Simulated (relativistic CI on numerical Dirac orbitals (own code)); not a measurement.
# Ho²⁴⁺: E1 transition arrays

Aim: all E1 lines from the first configuration of Ho²⁴⁺, summed into arrays with their mean energies and widths.

Program: relativistic CI on numerical Dirac orbitals (own code) version 3. Level of theory: Dirac-Coulomb-Breit CI, KLI orbitals optimised for each configuration, model QED (radiative potential, 1s self-energy scaled to tabulated hydrogen-like ionisation energies), valence Slater integrals scaled by 0.9, whole transition arrays. These are calculated values, not measurements, unless marked.

## Step 1: The atom as given

| Quantity | Value |
| --- | --- |
| ion | Ho²⁴⁺ (Ho XXV) |
| nuclear charge | 67 |
| electrons | 43 |
| isotope | A = 165 |
| configurations | [Kr] 4d7; [Kr] 4d6 4f; [Ar] 3d10 4s2 4p5 4d8; [Kr] 4d6 5p; [Kr] 4d6 5f |

Outer shells as boxes (Hund's rule):

[Kr] 4d7
```
[Kr] core
4d [↑↓][↑↓][↑ ][↑ ][↑ ]
```

## Step 2: Main run

The run's settings:

```ini
atom Ho  Z=67  charge=24  electrons=43
nucleus A=165  rms_radius_fm=5.2022
hamiltonian dirac-coulomb  breit=on  qed=on  c_scale=1
orbitals kli  potential=per-configuration
slater_scale 0.9
correlation none
mixing on
configurations
  [Kr] 4d7
  [Kr] 4d6 4f
  [Ar] 3d10 4s2 4p5 4d8
  [Kr] 4d6 5p
  [Kr] 4d6 5f
end
arrays E1 from the first configuration
```

## Step 3: Without configuration mixing

Settings: those of step 2 with these lines changed.

```diff
@@ -6,3 +6,3 @@
 correlation none
-mixing on
+mixing off
 configurations
```

## Step 4: Slater integrals scaled by 1

Settings: those of step 3 with these lines changed.

```diff
@@ -4,5 +4,5 @@
 orbitals kli  potential=per-configuration
-slater_scale 0.9
+slater_scale 1
 correlation none
-mixing off
+mixing on
 configurations
```

## Step 5: Slater integrals scaled by 0.8

Settings: those of step 4 with these lines changed.

```diff
@@ -4,3 +4,3 @@
 orbitals kli  potential=per-configuration
-slater_scale 1
+slater_scale 0.8
 correlation none
```

(Steps that only read results are left out.)

**Question.** What will these runs give? Wanted: strongest array, main run; lines in all.

**Answer**, as computed:

The array to 4p6 4d6 4f, the strongest of the main run, in each run:

| run | time | mean (eV) | width (eV) | gf sum | strongest line (nm) | strongest array of the run |
| --- | --- | --- | --- | --- | --- | --- |
| main run | 0.82 s | 199.39 | 7.44 | 625.0 | 6.140 | 4p6 4d6 4f |
| without configuration mixing | 0.86 s | 194.56 | 7.63 | 564.0 | 6.139 | 4p6 4d6 4f |
| Slater integrals scaled by 1 | 0.78 s | 203.72 | 7.94 | 697.3 | 6.031 | 4p6 4d6 4f |
| Slater integrals scaled by 0.8 | 0.77 s | 195.16 | 7.24 | 578.3 | 6.253 | 4p6 4d6 4f |

| quantity | value |
| --- | --- |
| strongest array, main run | to 4p6 4d6 4f, 2914 lines |
| its mean and width | 199.4 ± 7.4 eV (6.22 nm) |
| its share of all gf | 61 % |
| lines in all | 7834 |

**Reading.** The array to 4p6 4d6 4f carries 61 % of the oscillator strength, around 6.22 nm. Configuration mixing moves its mean by +4.83 eV and changes its gf sum by +11 %. All levels of the first configuration count with their statistical weight; no plasma population is modelled.
